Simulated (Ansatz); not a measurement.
**TaTl under changes of volume**

One of the cells (25.863 Å³/atom); the others are scaled copies at fixed shape and fractional positions:

```
CELL_PARAMETERS angstrom
3.47219 0.00000 0.00000
0.00000 3.47219 0.00000
0.00000 0.00000 4.29046
ATOMIC_POSITIONS crystal
Ta 0.50000 0.50000 0.50000
Tl 0.00000 0.00000 0.00000
```

The cell was built by a generator and needn't be a form met in nature.

| Property | Result |
| --- | --- |
| Program | Ansatz 0.2.0 |
| Functional | PBE |
| Potentials or basis | all-electron LAPW, scalar-relativistic |
| Cutoff | 201 eV (chosen from the basis error) |
| Basis error allowed | 0.0005 eV/atom |
| k mesh | 8 × 8 × 6 |
| Occupations | fermi-dirac, width 0.05 eV |
| Spin | no spin polarisation |

```csv
volume (Å³/atom),energy over the lowest point (meV/atom),pressure (GPa)
24.311,0.00,-13.9
24.829,?,?
25.346,95.88,-15.7
25.863,147.73,-16.4
26.380,201.59,-16.9
26.898,257.11,-17.4
27.415,313.96,-17.8
```

What does the run at 24.829 Å³/atom give?

Energy over the lowest point 46.48 meV/atom; pressure -14.9 GPa.

Worked out: A Birch-Murnaghan fit of order 3 (a polynomial in V^(-2/3)) to the other rows has no minimum within the range. It gives 46.52 meV/atom at 24.829 Å³/atom, against the run's 46.48, and -dE/dV = -14.9 GPa, against -14.9.

Energies are extrapolated to zero smearing.
